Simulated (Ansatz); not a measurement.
# CH5AlBrN: the cost of one run

Program: Ansatz 0.2.0 through its Python package. Level of theory: Hartree-Fock/def2-SVP. These are calculated values, not measurements.

**1. The structure**

Bond lengths: C1–Al2 1.955 Å, Al2–N3 1.886 Å, Al2–Br4 2.327 Å, C1–H5 1.166 Å, C1–H6 1.152 Å, C1–H7 1.099 Å, N3–H8 1.034 Å, N3–H9 1.083 Å. Angles: C1–Al2–N3 119.2°, C1–Al2–Br4 121.0°, N3–Al2–Br4 119.8°, Al2–C1–H5 109.2°, Al2–C1–H6 110.9°, Al2–C1–H7 113.8°, H5–C1–H6 104.4°, H5–C1–H7 108.9°, H6–C1–H7 109.2°, Al2–N3–H8 108.8°, Al2–N3–H9 108.5°, H8–N3–H9 100.2°.

The script holds or builds the structure itself.

**2. The script**

field.py reads:

```python
# -*- coding: utf-8 -*-
"""Dipole of CH5AlBrN in the field of point charges."""

import ansatz as az
import numpy as np

SETTINGS = {
    "basis_set": "def2-SVP",
    "functional": "hf",
}

GEOMETRY = """
C    -0.01440    1.24900   -0.58670
Al   -0.32860   -0.65520   -0.27510
N     0.39510   -1.46750    1.26590
Br   -1.49680   -1.94480   -1.82020
H    -0.56710    1.57540   -1.56020
H    -0.49550    1.88560    0.24390
H     1.04880    1.51380   -0.67400
H     0.08780   -0.93540    2.09800
H     1.45920   -1.26730    1.29140
"""

mol = az.Crystal.molecule()
for line in GEOMETRY.strip().splitlines():
    symbol, *xyz = line.split()
    mol = mol.atom(symbol, [float(v) for v in xyz])

job = (
    mol.calculation()
    .basis(gaussian=SETTINGS["basis_set"])
    .functional(SETTINGS["functional"])
    .forces()
)
# charges +q and -q at -R and +R make a nearly even field 2 k q / R^2 at the centre
centre = np.mean([site.position_ang for site in mol.cartesian_sites], axis=0)
field = 2 * 14.399645 * 3.0 / 40.0 ** 2


def dipole(axis, sign):
    arm = 40.0 * np.eye(3)[axis]
    pair = [{"charge": sign * 3.0, "position_ang": (centre - arm).tolist()}, {"charge": -sign * 3.0, "position_ang": (centre + arm).tolist()}]
    deck = job.input().set(az.key.basis.gaussian.point_charges, pair)
    return np.array(az.Session.from_dict(deck).plan().execute().report["charge_distribution"]["dipole_moment_e_ang"])


print(f"field {field:.4f} V/A")
alpha = np.array([(dipole(axis, 1) - dipole(axis, -1)) / (2 * field) * 14.399645 for axis in range(3)])
print("polarisability tensor (A^3)")
print(np.array2string(alpha, precision=3, suppress_small=True))
print(f"mean {np.trace(alpha) / 3:.3f} A^3 = {np.trace(alpha) / 3 / 0.14818471:.2f} bohr^3")
```

**3. The input behind the calls**

The engine receives this input (first run):

```yaml
crystal:
  periodic: [false, false, false]
  atoms:
    - { symbol: C, position_ang: [-0.0144, 1.249, -0.5867] }
    - { symbol: Al, position_ang: [-0.3286, -0.6552, -0.2751] }
    - { symbol: "N", position_ang: [0.3951, -1.4675, 1.2659] }
    - { symbol: Br, position_ang: [-1.4968, -1.9448, -1.8202] }
    - { symbol: H, position_ang: [-0.5671, 1.5754, -1.5602] }
    - { symbol: H, position_ang: [-0.4955, 1.8856, 0.2439] }
    - { symbol: H, position_ang: [1.0488, 1.5138, -0.674] }
    - { symbol: H, position_ang: [0.0878, -0.9354, 2.098] }
    - { symbol: H, position_ang: [1.4592, -1.2673, 1.2914] }
basis:
  gaussian:
    orbitals: def2-SVP
    point_charges:
      - { charge: 3.0, position_ang: [-39.99016666666667, -0.00515555555555558, -0.0018888888888889028] }
      - { charge: -3.0, position_ang: [40.00983333333333, -0.00515555555555558, -0.0018888888888889028] }
hamiltonian:
  xc: hf
output:
  forces: true
```

**4. Launch**

Run with:

```
$ python field.py
```

What time and memory should one allow on 1 thread of Intel Xeon Platinum 8488C (Sapphire Rapids), shared host?

About 16 s, with a peak of 0.27 GiB.
